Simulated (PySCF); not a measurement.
# CH8BNSn: the cost of one run

Computed with PySCF 2.14.0 and routines of our own; the level stands in each step. Atoms count from 0.

### 1 The starting structure

12 atoms, charge 0, multiplicity 1; geometry from: GFN2-xTB.

### 2 Optimising the geometry at PBE0-D3(BJ)/def2-SVP

The job: settings as JSON, then the geometry in Å.

```
{"job": {"xc": "PBE0", "basis": "def2-SVP", "d3": "d3bj", "grid": 1, "maxiter": 30, "shake": 0.01, "kind": "geom"}, "charge": 0, "multiplicity": 1}
C     -2.202420    -0.135620    -0.034540
N     -0.806550    -0.037660    -0.292330
B      0.184670    -0.033040     0.626930
Sn     2.322620     0.117460    -0.037290
H     -2.732330     0.769440    -0.438830
H     -2.654370    -0.987670    -0.522870
H     -2.385170    -0.176130     1.033360
H     -0.587550     0.029370    -1.284790
H     -0.075400    -0.095370     1.787330
H      2.678820    -0.780270    -1.382030
H      2.797430     1.628170    -0.495270
H      3.499960    -0.326960     1.031300
```

Command:

```console
$ OMP_NUM_THREADS=1 python heavy_run.py task.json out
```

This one command runs all jobs of the session in turn.

**Question.** How long does this first job take on 1 thread of Arm Neoverse V1, shared host, and how much memory does it need?

About 68 s, with a peak of 0.45 GiB.
